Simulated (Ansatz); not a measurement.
# GeP₂H (sextet): the correlation ladder, cc-pVDZ

One table from this session's results is given with a row withheld; the runs are named, their logs left out.

Program: Ansatz 0.2.0, Gaussian basis. Level of theory: cc-pVDZ, core rule «outside noble gas», up to 24 orbitals frozen. These are calculated values, not measurements.

Plan: UHF; CCSD(T) on ROHF; CCSD(T) on UHF; BCCD(T) on ROHF; CISD as a restricted active space (open shells left free, so some higher excitations enter); CCSDT(Q) on ROHF; CCSDT(Q) on UHF; CASSCF and MRCISD+Q, 11 electrons in 11 orbitals; CASSCF and NEVPT2, 11 electrons in 11 orbitals.

25 further runs of the same task are left out: 12 that didn't finish, 13 set aside as unsound or not needed. Runs told in other sessions of the task aren't counted.

## The system

The geometry is a PBE0/def2-TZVP stationary point (not a proven minimum) of the parent state, kept for this charge and spin. No spin-orbit coupling is included. The filled d shell of Ge may be among the frozen orbitals whatever the setting's name suggests.

4 atoms, charge 0, spin multiplicity 6.

Atoms are counted from 1 here; the program's logs count them from 0.

Bond lengths: P1–Ge2 2.188 Å, P1–H4 1.424 Å, Ge2–P3 2.289 Å. Angles: Ge2–P1–H4 96.8°, P1–Ge2–P3 109.9°.

Set-up of the first run:

The input, in.yaml:

```yaml
crystal:
  periodic: [false, false, false]
  atoms:
    - {symbol: P, position_ang: [0.000000, -0.744588, 1.759041]}
    - {symbol: Ge, position_ang: [0.000000, 0.588281, 0.024091]}
    - {symbol: P, position_ang: [0.000000, -0.643960, -1.905161]}
    - {symbol: H, position_ang: [0.000000, 0.273623, 2.754085]}
basis:
  gaussian: {orbitals: cc-pVDZ}
magnetization: {spin_polarized: true, initial_magnetization: 5}
hamiltonian: {xc: hf}
output: {orbitals: {seedname: orbitals}}
```

The run is started by

```sh
$ ansatz run in.yaml --threads 1 --pin off --events-out ev --progress --plain --max-ram 2393MiB
```

Among the steps run: UHF; CCSD(T) on ROHF; CCSD(T) on UHF; BCCD(T) on ROHF; CISD as a restricted active space (open shells left free, so some higher excitations enter); CCSDT(Q) on ROHF; CCSDT(Q) on UHF; CASSCF and MRCISD+Q, 11 electrons in 11 orbitals; CASSCF and NEVPT2, 11 electrons in 11 orbitals.

One table of the session follows, with a row left open; its other results are not shown here.

| method | from UCCSDT(Q) (kJ/mol) |
| --- | --- |
| ROHF | +766.1 |
| UHF | +737.1 |
| RMP2 | +150.2 |
| UMP2 | +154.3 |
| CISD | +106.0 |
| RCCSD | +30.1 |
| UCCSD | +28.6 |
| RCCSD(T) | +6.8 |
| UCCSD(T) | +6.0 |
| BCCD(T) | ? |
| RCCSDT | +2.5 |
| UCCSDT | +1.6 |
| RCCSDT(Q) | +0.9 |
| UCCSDT(Q) | 0 |
| CASSCF valence | +656.8 |
| NEVPT2 valence | +142.9 |
| MRCISD valence | +83.5 |
| MRCISD+Q valence | +10.3 |

Q: Estimate the row for BCCD(T) from the others.

The run gave: from UCCSDT(Q) (kJ/mol): +6.7. In the column «from UCCSDT(Q) (kJ/mol)» it lies between UCCSD(T) (+6.0) and RCCSD(T) (+6.8).

To keep in mind: Restricted and unrestricted rows rest on different reference determinants; a gap between their highest levels can come from leftover correlation error, from unlike frozen cores or from another state.
